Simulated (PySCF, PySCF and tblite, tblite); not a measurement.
# C₄H₄BClF₂: a path driven as rotation about a bond, and NMR exchange

Aim: the barrier and rate of rotation about a bond in C₄H₄BClF₂ (`FB(F)C1=C(CCl)C1`), and what it does to NMR lines.

Programs: PySCF 2.14.0 with density-fitted response routines of our own, and tblite 0.8.0. All values are computed, except where a source is named. Atoms count from 0 throughout.

## 1. The starting structure

12 atoms, charge 0, multiplicity 1; geometry from: force field or distance geometry start.

Bonds of the start (Å): B1–C3 1.55, B1–F2 1.46, C3–C4 1.45, C3–C7 1.40, C4–C5 1.49, C4–C7 1.40, C5–Cl6 1.78, C5–H8 1.10, C5–H9 1.12, C7–H10 1.12, C7–H11 1.11, F0–B1 1.43.

## 2. GFN2-xTB relaxation, start minimum

Job settings and geometry (Å):

```
{"job": {"xc": "GFN2-xTB", "basis": "xTB", "kind": "relax"}, "charge": 0, "multiplicity": 1}
F      2.037400     2.166300    -0.467100
B      2.139300     0.741000    -0.336200
F      3.455900     0.109200    -0.323300
C      0.860800    -0.129400    -0.183700
C     -0.583900    -0.257000    -0.085300
C     -1.943500     0.361300    -0.091900
Cl    -1.794700     2.128300    -0.279100
C      0.249600    -1.378000    -0.014300
H     -2.528700    -0.053800    -0.928500
H     -2.450100     0.131000     0.874500
H      0.232700    -2.007500    -0.938100
H      0.326400    -1.812100     1.003600
```

Run with:

```console
> OMP_NUM_THREADS=1 python ens_run.py task.json out
```

This one command runs the whole study; its stages follow in the order run.

The log of the run:

```text
step      E/eV     max force
  0    -702.17466    6.408
  1    -703.19654    2.901
  2    -703.44417    4.366
  3    -703.65921    1.361
  4    -703.72947    0.764
  5    -703.77524    0.514
  6    -703.79369    0.449
  7    -703.81088    0.307
  8    -703.81957    0.277
  9    -703.82489    0.138
 10    -703.82626    0.070
 11    -703.82701    0.072
 12    -703.82761    0.066
 13    -703.82803    0.043
 14    -703.82821    0.038
 15    -703.82832    0.036
 16    -703.82848    0.041
 17    -703.82872    0.055
 18    -703.82900    0.055
 19    -703.82922    0.041
 20    -703.82936    0.031
 21    -703.82949    0.031
 22    -703.82963    0.042
 23    -703.82980    0.054
 24    -703.83000    0.051
 25    -703.83020    0.049
 26    -703.83034    0.029
 27    -703.83042    0.024
 28    -703.83048    0.022
 29    -703.83053    0.021
 30    -703.83059    0.026
 31    -703.83066    0.023
 32    -703.83071    0.023
 33    -703.83077    0.025
 34    -703.83084    0.027
 35    -703.83092    0.028
 36    -703.83099    0.033
 37    -703.83105    0.026
 38    -703.83110    0.016
 39    -703.83115    0.016
 40    -703.83118    0.019
 41    -703.83120    0.017
 42    -703.83121    0.010
 43    -703.83122    0.006
 44    -703.83122    0.003
```

Wall time 0.24 s (1 thread of Arm Neoverse V1, shared host).

Relaxing gained 1.657 eV and moved the atoms by 0.12 Å on average (rms).

## 3. Relaxed scan, rotation

Job settings and geometry (Å):

```
{"job": {"xc": "GFN2-xTB", "basis": "xTB", "coordinate": [["t", [0, 1, 3, 4], 0.25], ["t", [0, 1, 3, 7], 0.25], ["t", [2, 1, 3, 4], 0.25], ["t", [2, 1, 3, 7], 0.25]], "kind": "drive"}, "charge": 0, "multiplicity": 1}
F      2.022600     2.084098    -0.460234
B      2.056703     0.771213    -0.327202
F      3.271960     0.254305    -0.333239
C      0.804544    -0.072611    -0.179761
C     -0.506281    -0.180055    -0.104189
C     -1.842668     0.389956    -0.097066
Cl    -1.800388     2.174383    -0.282562
C      0.232662    -1.469580    -0.008352
H     -2.436720    -0.012002    -0.922048
H     -2.349862     0.169840     0.845988
H      0.229722    -2.147688    -0.852388
H      0.318926    -1.962547     0.951729
```

The log of the run:

```text
point  coordinate     E/eV
  0     14.900     -703.82602
  1     29.800     -703.81190
  2     44.800     -703.79020
  3     59.800     -703.76543
  4     74.800     -703.74429
  5     90.000     -703.73582
  6    105.100     -703.74402
  7    120.200     -703.76505
  8    135.200     -703.78948
  9    150.100     -703.81033
 10    165.000     -703.82338
 11    180.000     -703.82708
```

Wall time 2.1 s (1 thread of Arm Neoverse V1, shared host).

The highest point is number 5, 2.1 kcal/mol above the first.

## 4. Nudged elastic band, leg 1

Changed since step 3:

```diff
@@ -1,2 +1,2 @@
-{"job": {"xc": "GFN2-xTB", "basis": "xTB", "coordinate": [["t", [0, 1, 3, 4], 0.25], ["t", [0, 1, 3, 7], 0.25], ["t", [2, 1, 3, 4], 0.25], ["t", [2, 1, 3, 7], 0.25]], "kind": "drive"}, "charge": 0, "multiplicity": 1}
+{"job": {"xc": "GFN2-xTB", "basis": "xTB", "kind": "neb"}, "charge": 0, "multiplicity": 1}
 F      2.022600     2.084098    -0.460234
```

The log of the run:

```text
image   E - E0 / eV
  0       0.0000
  1       0.0220
  2       0.0741
  3       0.0966
  4       0.0520
  5       0.0149
  6       0.0001
```

It took 1.2 s on 1 thread of Arm Neoverse V1, shared host.

The highest point is number 3, 2.2 kcal/mol above the first.

## 5. Saddle search, leg 1

Job settings and geometry (Å):

```
{"job": {"xc": "GFN2-xTB", "basis": "xTB", "kind": "saddle"}, "charge": 0, "multiplicity": 1}
F      2.769289     1.313734     0.772295
B      2.063105     0.774267    -0.199830
F      2.601403     0.899674    -1.397026
C      0.766986     0.004300     0.025671
C     -0.527848    -0.182529     0.017430
C     -1.881697     0.340534    -0.118519
Cl    -1.851636     2.114009    -0.369116
C      0.247444    -1.395622     0.383582
H     -2.395040    -0.103276    -0.975457
H     -2.458937     0.145913     0.788547
H      0.379098    -2.187629    -0.343303
H      0.287833    -1.723376     1.415727
```

The log of the run:

```text
step      E/eV     max force
  0    -703.73467   0.0408
  1    -703.73668   0.1308
  2    -703.73650   0.0322
  3    -703.73723   0.0525
  4    -703.73741   0.0588
  5    -703.73769   0.0132
  6    -703.73769   0.0041
  7    -703.73769   0.0000
lowest wavenumbers (cm-1): -51.8 41.6 56.3 112.4 192.7 266.2
```

It took 2.4 s on 1 thread of Arm Neoverse V1, shared host.

Point group Cs; 1 imaginary mode, 52i cm⁻¹, carried by F0, F2, C7. Steps downhill from it reached both ends.

## 6. Shieldings, start: PBE0/pcSseg-1 in chloroform

Job settings and geometry (Å):

```
{"job": {"kind": "nmr", "xc": "PBE0", "basis": "pcSseg-1", "solvent": "chloroform", "pop": false}, "charge": 0, "multiplicity": 1}
F      2.022600     2.084098    -0.460234
B      2.056703     0.771213    -0.327202
F      3.271960     0.254305    -0.333239
C      0.804544    -0.072611    -0.179761
C     -0.506281    -0.180055    -0.104189
C     -1.842668     0.389956    -0.097066
Cl    -1.800388     2.174383    -0.282562
C      0.232662    -1.469580    -0.008352
H     -2.436720    -0.012002    -0.922048
H     -2.349862     0.169840     0.845988
H      0.229722    -2.147688    -0.852388
H      0.318926    -1.962547     0.951729
```

The log of the run:

```text
coarse grid: 11712 points
cycle   1  E = -838.8788367835  dE =  1.181e+00  |g| = 6.456e-01  |ddm| = 3.261e+00
cycle   2  E = -838.8268901153  dE =  5.195e-02  |g| = 8.892e-01  |ddm| = 9.319e-01
cycle   3  E = -838.9520129981  dE = -1.251e-01  |g| = 6.636e-02  |ddm| = 5.368e-01
cycle   4  E = -838.9526245560  dE = -6.116e-04  |g| = 4.629e-02  |ddm| = 9.494e-02
cycle   5  E = -838.9531301698  dE = -5.056e-04  |g| = 1.301e-02  |ddm| = 4.490e-02
cycle   6  E = -838.9531669573  dE = -3.679e-05  |g| = 2.447e-03  |ddm| = 1.271e-02
cycle   7  E = -838.9531682529  dE = -1.296e-06  |g| = 6.994e-04  |ddm| = 3.654e-03
final grid: 112488 points
cycle   8  E = -839.0081676245  dE = -6.118e-05  |g| = 6.111e-03  |ddm| = 3.150e-02
cycle   9  E = -839.0081664862  dE =  1.138e-06  |g| = 6.202e-03  |ddm| = 1.130e-02
cycle  10  E = -839.0081761143  dE = -9.628e-06  |g| = 1.126e-03  |ddm| = 6.431e-03
cycle  11  E = -839.0081763571  dE = -2.428e-07  |g| = 4.672e-04  |ddm| = 1.315e-03
cycle  12  E = -839.0081764095  dE = -5.234e-08  |g| = 7.825e-05  |ddm| = 4.526e-04
cycle  13  E = -839.0081764107  dE = -1.254e-09  |g| = 2.271e-05  |ddm| = 9.228e-05
cycle  14  E = -839.0081764108  dE = -7.958e-11  |g| = 6.249e-06  |ddm| = 1.753e-05
converged SCF energy = -839.0081764108

GIAO shielding tensors (ppm)
atom      isotropic    diamagn.    paramagn.     s11        s22        s33       span
  0 F      249.180     468.846    -219.667    105.104    275.998    366.436    261.332
  1 B       79.145     194.704    -115.559     67.110     78.527     91.800     24.689
  2 F      260.049     466.830    -206.781    103.098    307.974    369.075    265.977
  3 C       81.379     255.087    -173.708    -51.192    103.447    191.882    243.074
  4 C       18.511     260.844    -242.333   -134.617     34.718    155.431    290.048
  5 C      134.254     245.707    -111.453    110.482    128.801    163.479     52.997
  6 Cl     852.709    1146.454    -293.745    674.653    782.569   1100.905    426.252
  7 C      171.114     250.243     -79.129    134.746    152.383    226.213     91.468
  8 H       26.434      26.758      -0.324     20.502     25.505     33.295     12.793
  9 H       26.434      27.034      -0.600     20.502     25.505     33.295     12.793
 10 H       30.213      30.461      -0.248     25.470     26.717     38.451     12.981
 11 H       30.213      30.587      -0.375     25.469     26.717     38.452     12.982
```

Wall time 16 s (1 thread of Arm Neoverse V1, shared host); peak memory 0.84 GiB.

This run: HOMO -7.69 eV, LUMO -1.72 eV; dipole 4.37 D.

## 7. Shieldings, saddle of leg 1: PBE0/pcSseg-1 in chloroform

Job settings and geometry (Å):

```
{"job": {"kind": "nmr", "xc": "PBE0", "basis": "pcSseg-1", "solvent": "chloroform", "pop": false}, "charge": 0, "multiplicity": 1}
F      2.660755     1.405791     0.804075
B      2.053745     0.782958    -0.186038
F      2.660926     0.893162    -1.350466
C      0.776091    -0.027779     0.006752
C     -0.521639    -0.189840     0.045050
C     -1.867917     0.353548    -0.084593
Cl    -1.815281     2.096580    -0.499330
C      0.243810    -1.428064     0.340121
H     -2.417918    -0.155243    -0.880085
H     -2.418366     0.257497     0.854533
H      0.323108    -2.205128    -0.410266
H      0.322687    -1.783482     1.360247
```

The log of the run:

```text
coarse grid: 11712 points
cycle   1  E = -838.8766872419  dE =  1.181e+00  |g| = 6.400e-01  |ddm| = 3.255e+00
cycle   2  E = -838.8302613666  dE =  4.643e-02  |g| = 8.740e-01  |ddm| = 8.879e-01
cycle   3  E = -838.9486990029  dE = -1.184e-01  |g| = 5.260e-02  |ddm| = 4.859e-01
cycle   4  E = -838.9491218729  dE = -4.229e-04  |g| = 3.299e-02  |ddm| = 7.569e-02
cycle   5  E = -838.9493585486  dE = -2.367e-04  |g| = 1.232e-02  |ddm| = 3.536e-02
cycle   6  E = -838.9493923562  dE = -3.381e-05  |g| = 2.824e-03  |ddm| = 1.156e-02
cycle   7  E = -838.9493941124  dE = -1.756e-06  |g| = 6.430e-04  |ddm| = 3.642e-03
final grid: 112488 points
cycle   8  E = -839.0042588570  dE = -5.982e-05  |g| = 6.214e-03  |ddm| = 3.332e-02
cycle   9  E = -839.0042579543  dE =  9.027e-07  |g| = 6.241e-03  |ddm| = 1.190e-02
cycle  10  E = -839.0042675296  dE = -9.575e-06  |g| = 9.357e-04  |ddm| = 6.342e-03
cycle  11  E = -839.0042676808  dE = -1.511e-07  |g| = 4.310e-04  |ddm| = 1.137e-03
cycle  12  E = -839.0042677249  dE = -4.410e-08  |g| = 7.985e-05  |ddm| = 4.222e-04
cycle  13  E = -839.0042677262  dE = -1.375e-09  |g| = 1.800e-05  |ddm| = 9.185e-05
cycle  14  E = -839.0042677263  dE = -7.117e-11  |g| = 4.338e-06  |ddm| = 1.912e-05
converged SCF energy = -839.0042677263

GIAO shielding tensors (ppm)
atom      isotropic    diamagn.    paramagn.     s11        s22        s33       span
  0 F      240.956     467.252    -226.297     75.033    277.571    370.264    295.231
  1 B       73.047     194.341    -121.293     48.350     78.658     92.135     43.786
  2 F      240.951     467.253    -226.302     75.033    277.564    370.256    295.222
  3 C       79.535     258.940    -179.405    -57.894    103.954    192.545    250.439
  4 C       42.428     260.215    -217.787   -100.512     81.053    146.743    247.255
  5 C      136.407     245.469    -109.062    111.662    131.318    166.242     54.579
  6 Cl     862.432    1146.514    -284.082    688.225    796.602   1102.470    414.245
  7 C      163.653     249.352     -85.699    127.597    148.441    214.921     87.324
  8 H       26.579      27.087      -0.508     20.723     25.525     33.488     12.764
  9 H       26.579      27.087      -0.507     20.724     25.526     33.488     12.765
 10 H       29.898      30.391      -0.493     24.909     26.839     37.946     13.037
 11 H       29.898      30.391      -0.493     24.910     26.839     37.946     13.037
```

Wall time 16 s (1 thread of Arm Neoverse V1, shared host); peak memory 0.84 GiB.

Key values: HOMO -7.50 eV, LUMO -0.44 eV; dipole 3.92 D.

## 8. The path in numbers

Job settings and geometry (Å):

```
{"job": {"smiles": "FB(F)C1=C(CCl)C1", "charge": 0, "mult": 1, "motion": "rotation", "what": "aryl or vinyl borane", "atoms": [1, 3], "drives": [{"terms": [["t", [0, 1, 3, 4], 0.25], ["t", [0, 1, 3, 7], 0.25], ["t", [2, 1, 3, 4], 0.25], ["t", [2, 1, 3, 7], 0.25]], "by": 180, "n": 12}], "study": "path", "level": {"kind": "nmr", "xc": "PBE0", "basis": "pcSseg-1", "solvent": "chloroform"}, "fields": [80, 270, 300], "first": 4, "seed": 316, "kind": "path"}, "charge": 0, "multiplicity": 1}
F      2.022600     2.084098    -0.460234
B      2.056703     0.771213    -0.327202
F      3.271960     0.254305    -0.333239
C      0.804544    -0.072611    -0.179761
C     -0.506281    -0.180055    -0.104189
C     -1.842668     0.389956    -0.097066
Cl    -1.800388     2.174383    -0.282562
C      0.232662    -1.469580    -0.008352
H     -2.436720    -0.012002    -0.922048
H     -2.349862     0.169840     0.845988
H      0.229722    -2.147688    -0.852388
H      0.318926    -1.962547     0.951729
```

The log of the run:

```text
stationary points (kcal/mol above the start)
  n  kind          group   xTB      DFT    lowest mode
  0  minimum      Cs       0.00     0.00      24.9
  1  saddle       Cs       2.16     2.50     -51.8
  2  minimum      Cs       0.00     0.00      24.7

GFN2-xTB energies: T/K, barrier G, reaction G (kcal/mol), k forward, k back (1/s)
 150.00     2.26    -0.00   3.16e+09   3.16e+09
 200.00     2.37    -0.00   2.15e+10   2.15e+10
 250.00     2.49    -0.00   6.95e+10   6.93e+10
 298.15     2.62    -0.00    1.5e+11    1.5e+11
 350.00     2.77    -0.00   2.74e+11   2.73e+11
 400.00     2.92    -0.00   4.25e+11   4.23e+11
 500.00     3.24    -0.00   7.95e+11   7.92e+11

PBE0/pcSseg-1 + D3(BJ), IEF-PCM chloroform energies: T/K, barrier G, reaction G (kcal/mol), k forward, k back (1/s)
 150.00     2.61    -0.00   9.98e+08   9.88e+08
 200.00     2.71    -0.00   9.07e+09   8.99e+09
 250.00     2.83    -0.00   3.48e+10   3.45e+10
 298.15     2.96    -0.00    8.4e+10   8.33e+10
 350.00     3.11    -0.01   1.67e+11   1.66e+11
 400.00     3.26    -0.01   2.75e+11   2.74e+11
 500.00     3.59    -0.01   5.63e+11   5.59e+11
```

Run time: 41 s. Hardware: 1 thread of Arm Neoverse V1, shared host; peak memory 0.84 GiB. This counts the whole study up to here.

Barriers by level (kcal/mol; entropies in cal/(mol K)). Zero-point and thermal terms come from xTB in every row. ΔG‡ leaves symmetry out; the rate counts equivalent paths (a factor of 2); effective ΔG‡, where given, is the barrier that would give that rate by Eyring's equation alone:

```
                                     level   ΔE‡  with zero-point   ΔH‡   ΔS‡  ΔG‡ (298 K)  ΔE of reaction  k at 298 K (1/s)  effective ΔG‡
                                  GFN2-xTB  2.16             2.07  1.59  -3.5         2.62            0.00           1.5e+11           2.21
PBE0/pcSseg-1 + D3(BJ), IEF-PCM chloroform  2.50             2.42  1.93  -3.5         2.96            0.00           8.4e+10           2.55
```

Sites that the driver pairs across this motion, and where their lines would merge (no couplings; faster rotations or exchange between molecules can average them sooner):

```
nucleus  sites: shielding (ppm)  proton frequency (MHz)  spread (Hz)  coalescence (K)  lines at 298 K
    19F    F0: 249.2; F2: 260.0                      80          818               59               1
    19F    F0: 249.2; F2: 260.0                     270         2762               62               1
    19F    F0: 249.2; F2: 260.0                     300         3069               63               1
```

## 9. What came out

| quantity | value |
| --- | --- |
| barrier (PBE0/pcSseg-1 + D3(BJ), IEF-PCM chloroform) | ΔE‡ 2.5, ΔG‡(298 K) 3.0 kcal/mol |
| barrier (GFN2-xTB) | ΔE‡ 2.2 kcal/mol |
| rate at 298 K | 8.4e+10 s⁻¹ |
| end of the path | the start, renumbered or mirrored |
| coalescence of 19F F0 | 63 K at 300 MHz |

**Reading.** DFT puts the top 2.5 kcal/mol above the start (xTB: 2.2); the rate from the DFT barrier is 8.4e+10 s⁻¹ at 298 K. An error of 1.4 kcal/mol changes that rate tenfold. The 19F lines of F0 and its partners, 3069 Hz apart at 300 MHz, merge at 63 K, so by this path alone the exchange at 298 K is fast for them; other paths were not followed.
